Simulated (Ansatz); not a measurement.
# CH6MgO2Si: up Jacob's ladder to CCSD(T)

One table from this session's results is given with a row withheld; the runs are named, their logs left out.

Computed with Ansatz 0.2.0, Gaussian basis. Level: functionals in def2-TZVPP, the program's frozen cores in correlated methods.

Plan: LDA (SPW92), PBE-D4, revPBE-D4, BLYP-D4, r2SCAN-D4, B97M-V, PBE0-D4, B3LYP-D4, r2SCANh-D4, r2SCAN0-D4, HSE06-D4, BHLYP-D4, CAM-B3LYP-D4, LC-ωPBE, ωB97X-V, ωB97M-V, B2PLYP, PBE-QIDH; CCSD(T)/def2-SVP; CCSD(T)/def2-TZVPP; MP2/def2-QZVPP; extrapolation to the limit; RPA on PBE.

## The relaxed structure

All runs share one geometry, relaxed beforehand with PBE0-D4 in a triple-zeta def2 set.

SMILES `C[O][Mg][O][SiH3]`, 11 atoms, charge 0, spin multiplicity 1.

Atoms are counted from 1 here; the program's logs count them from 0.

Bond lengths: C1–O2 1.377 Å, C1–H6 1.099 Å, C1–H7 1.099 Å, C1–H8 1.099 Å, O2–Mg3 1.752 Å, Mg3–O4 1.789 Å, O4–Si5 1.611 Å, Si5–H9 1.493 Å, Si5–H10 1.493 Å, Si5–H11 1.493 Å. Angles: O2–C1–H6 111.7°, O2–C1–H7 111.7°, O2–C1–H8 111.7°, H6–C1–H7 107.2°, H6–C1–H8 107.2°, H7–C1–H8 107.2°, C1–O2–Mg3 179.8°, O2–Mg3–O4 179.9°, Mg3–O4–Si5 179.7°, O4–Si5–H9 111.4°, O4–Si5–H10 111.4°, O4–Si5–H11 111.4°, H9–Si5–H10 107.5°, H9–Si5–H11 107.5°, H10–Si5–H11 107.5°.

The first run:

Contents of in.yaml:

```yaml
crystal:
  periodic: [false, false, false]
  atoms:
    - {symbol: C, position_ang: [-3.099434, 0.999147, -0.173269]}
    - {symbol: O, position_ang: [-1.790986, 0.575460, -0.101370]}
    - {symbol: Mg, position_ang: [-0.126627, 0.037712, -0.002872]}
    - {symbol: O, position_ang: [1.572643, -0.511538, 0.095754]}
    - {symbol: Si, position_ang: [3.103617, -1.006975, 0.176175]}
    - {symbol: H, position_ang: [-3.750512, 0.232755, -0.617082]}
    - {symbol: H, position_ang: [-3.505808, 1.234249, 0.820648]}
    - {symbol: H, position_ang: [-3.199595, 1.905240, -0.787433]}
    - {symbol: H, position_ang: [4.015951, -0.075816, -0.551395]}
    - {symbol: H, position_ang: [3.576512, -1.085555, 1.589983]}
    - {symbol: H, position_ang: [3.269739, -2.361780, -0.428538]}
basis:
  gaussian: {orbitals: def2-TZVPP}
hamiltonian: {xc: lda}
output: {orbitals: {seedname: orbitals}}
```

Run with:

```console
ansatz run in.yaml --threads 4 --pin off --events-out ev --progress --plain --max-ram 10444MiB
```

Among the steps run: LDA; PBE-D4 (GGA); revPBE-D4 (GGA); BLYP-D4 (GGA); r2SCAN-D4 (meta-GGA); B97M-V (meta-GGA); PBE0-D4 (hybrid); B3LYP-D4 (hybrid); r2SCANh-D4 (hybrid); r2SCAN0-D4 (hybrid); HSE06-D4 (hybrid); BHLYP-D4 (hybrid); CAM-B3LYP-D4 (range-separated); LC-ωPBE (range-separated); ωB97X-V (range-separated); ωB97M-V (range-separated); B2PLYP (double hybrid); PBE-QIDH (double hybrid).

One table of the session follows, with a row left open; its other results are not shown here.

It belongs to the step «Orbital energies across the functionals». 

| functional | HOMO (eV) | LUMO (eV) | gap (eV) |
| --- | --- | --- | --- |
| LDA (SPW92) | -6.03 | -2.32 | 3.72 |
| PBE-D4 | -5.88 | -2.13 | 3.75 |
| revPBE-D4 | -5.81 | -2.00 | 3.81 |
| BLYP-D4 | -5.81 | -2.12 | 3.69 |
| r2SCAN-D4 | -6.14 | -1.60 | 4.54 |
| B97M-V | -6.25 | -2.10 | 4.16 |
| PBE0-D4 | -7.36 | -1.35 | 6.00 |
| B3LYP-D4 | -7.15 | -1.67 | 5.48 |
| r2SCANh-D4 | ? | ? | ? |
| r2SCAN0-D4 | -7.56 | -1.04 | 6.52 |
| HSE06-D4 | -6.95 | -1.71 | 5.24 |
| BHLYP-D4 | -8.83 | -0.79 | 8.04 |
| CAM-B3LYP-D4 | -8.85 | -0.64 | 8.22 |
| LC-ωPBE | -10.18 | 0.54 | 10.72 |
| ωB97X-V | -9.85 | 0.34 | 10.19 |
| ωB97M-V | -9.80 | -0.10 | 9.71 |

**Question.** Estimate the row for r2SCANh-D4.

Worked estimate for «HOMO (eV)». Against the share of exact exchange, r2SCAN-D4 (0, -6.14), r2SCAN0-D4 (0.25, -7.56) give a slope of -5.68 per unit share; at 0.1 the line stands at -6.71.

As computed: HOMO (eV): -6.71; LUMO (eV): -1.37; gap (eV): 5.34. In «HOMO (eV)» the line misses by 0.00.
